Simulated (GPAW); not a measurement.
A run of GPAW 26.7.0 is set up as follows.

run.py

```python
from ase import Atoms
from ase.dft.bandgap import bandgap
from ase.io import write
from ase.units import GPa
from gpaw import GPAW, PW

atoms = Atoms(['Sb', 'Sb', 'Sb', 'In'],
              cell=[[4.806367, 0.0, 0.0],
                    [0.0, 4.806367, 0.0],
                    [0.0, 0.0, 4.806367]],
              scaled_positions=[[0.5, 0.5, 0.0],
                                [0.0, 0.5, 0.5],
                                [0.5, 0.0, 0.5],
                                [0.0, 0.0, 0.0]],
              pbc=True)

calc = GPAW(mode=PW(600),
            xc='PBE',
            kpts={'size': (6, 6, 6), 'gamma': True},
            occupations={'name': 'fermi-dirac', 'width': 0.05},
            nbands=45,
            convergence={'density': 1e-05, 'energy': 1e-05},
            maxiter=150,
            txt='gpaw.txt')
atoms.calc = calc
energy = atoms.get_potential_energy()
forces = atoms.get_forces()
stress = atoms.get_stress()
calc.write('gs.gpw')
write('result.traj', atoms)
print(f'Energy: {energy:.6f} eV')
print('Forces (eV/A):')
print(forces.round(4))
print('Stress (GPa):', (stress / GPa).round(3))
print('Fermi level:', round(calc.get_fermi_level(), 4), 'eV')
print(f'Gap: {bandgap(calc)[0]:.4f} eV, direct: {bandgap(calc, direct=True)[0]:.4f} eV')
```

Potentials or basis: GPAW PAW data sets (gpaw-data 1.2.1), pw.

Command:

```sh
$ OMP_NUM_THREADS=1 python run.py
```

Task: What does it give for the band gap on the k mesh?

Result: None (metal or under the smearing width).

Task: What does it give for the pressure?

Result: -0.1 GPa.

Spin-orbit coupling is left out, which matters for the levels of Sb.
